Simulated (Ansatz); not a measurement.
# InGaSe: from a guess to a relaxed structure

The task: take a trial cell of InGaSe to zero force and stress.

Program: Ansatz 0.2.0. Level of theory: DFT PBE, scalar-relativistic, plane waves, PAW. These are calculated values, not measurements.

### Step 1. The starting structure

Symmetry: P6_3mc, No. 186, hexagonal system. Conventional cell: a = 4.691 Å, b = 4.691 Å, c = 7.502 Å, α = 90.00°, β = 90.00°, γ = 120.00°. Around In (site symmetry 3m) lie 4 Se at 2.79 to 3.09 Å and 3 Ga at 3.07 Å. Around Ga (site symmetry 3m) lie 6 In at 3.07 to 3.56 Å and 6 Se at 3.17 to 3.43 Å. Se (site symmetry 3m) is surrounded by 4 In at 2.79 to 3.09 Å and 6 Ga at 3.17 to 3.43 Å.

Structure file:

```
In Ga Se
1.0
     4.69103    0.00000    0.00000
    -2.34552    4.06255    0.00000
     0.00000    0.00000    7.50240
In Ga Se
2 2 2
Cartesian
  0.0000 2.7084 6.0080
  2.3455 1.3542 2.2568
  0.0000 0.0000 3.7022
  0.0000 0.0000 7.4534
  2.3455 1.3542 5.3487
  0.0000 2.7084 1.5975
```

Recipe of the guess: species swapped into a database cell of PrAgPb (P6_3mc, No. 186), with Ga on the Pr sites, In on the Ag sites and Se on the Pb sites. Its size is a rough estimate.

### Step 2. A first look at the guess

The input, input.yaml:

```yaml
crystal:
  lattice:
    - [4.69103162, 0.0, 0.0]
    - [-2.34551581, 4.06255256, 0.0]
    - [0.0, 0.0, 7.50240182]
  atoms:
    - { symbol: In, position: [0.33333333, 0.66666667, 0.80080867] }
    - { symbol: In, position: [0.66666667, 0.33333333, 0.30080867] }
    - { symbol: Ga, position: [0.0, 0.0, 0.49346614] }
    - { symbol: Ga, position: [0.0, 0.0, 0.99346614] }
    - { symbol: Se, position: [0.66666667, 0.33333333, 0.7129252] }
    - { symbol: Se, position: [0.33333333, 0.66666667, 0.2129252] }
basis:
  ecutwfc: 420
kpoints:
  mp_grid: { grid: [6, 6, 2] }
hamiltonian:
  xc: pbe
scf:
  occupations: { method: gaussian, width: 0.1 }
  lower_state_search: "off"
output:
  forces: true
  stress: true
  eigenvalues: true
```

The run is started by

```
> ansatz run input.yaml --threads 1 --pin off --max-ram 2560MiB --backend cpu --events-out ev --progress --plain --runs-dir out
```

The session goes on with these runs: rough relaxation on the coarse mesh; final relaxation.

**Question.** What will these runs give? Wanted: conventional cell; volume; energy over the elements; gap on the mesh.

As calculated:

| quantity | value |
| --- | --- |
| symmetry at the end (tolerance 0.05 Å) | space group P6_3/mmc (No. 194) |
| conventional cell | a = 5.417 Å, b = 5.417 Å, c = 5.777 Å, α = 90.00°, β = 90.00°, γ = 120.00° |
| volume | 24.46 Å³/atom |
| energy over the elements | -0.11 eV/atom |
| gap on the mesh | none (metal) |

What this shows: The symmetry goes from space group P6_3mc (No. 186) to space group P6_3/mmc (No. 194), and the volume per atom grows by 2.7 % from the first guess. It lies below the elements, which doesn't yet make it stable: competing phases were not computed in this session. No finished test with a distortion of lower symmetry is shown, so the end may be a saddle point. The final runs have no spin polarisation, so no magnetic state was tried and one may lie lower.
